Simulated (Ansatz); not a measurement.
WAu:

```
W Au
1.0
     0.00000    2.90921    2.90921
     2.90921    0.00000    2.90921
     2.90921    2.90921    0.00000
W Au
1 1
Direct
  0.00000 0.00000 0.00000
  0.75000 0.75000 0.75000
```

The cell was built by a generator and needn't be a form met in nature.

Base run:

| Item | Value |
| --- | --- |
| Program | Ansatz 0.2.0 |
| Functional | PBE |
| Potentials or basis | Ansatz PAW |
| Cutoff | 420 eV (not typed: the program's choice for these potentials) |
| k mesh | 8 × 8 × 8 |
| Occupations | fermi-dirac, width 0.05 eV |
| Spin | no spin polarisation |

Its results: band gap on the k mesh none (metal or under the smearing width); pressure 0.0 GPa.

Task: After a change of settings the same cell gave: band gap on the k mesh none (metal or under the smearing width); pressure -0.4 GPa. Which change was it?
A. k mesh from 8 × 8 × 8 to 6 × 6 × 6; spin from no spin polarisation to spin-orbit coupling, no magnetisation; potential files from those of the base run to others of the same set
B. functional from PBE to LDA
C. functional from PBE to LDA; hubbard terms from none to Au d U = 5 eV, W d U = 5 eV; hubbard projectors from none to ortho-atomic (the default)

Result: A.

Caveats: spin-orbit coupling is left out, which moves the levels of the heavy elements (some runs).
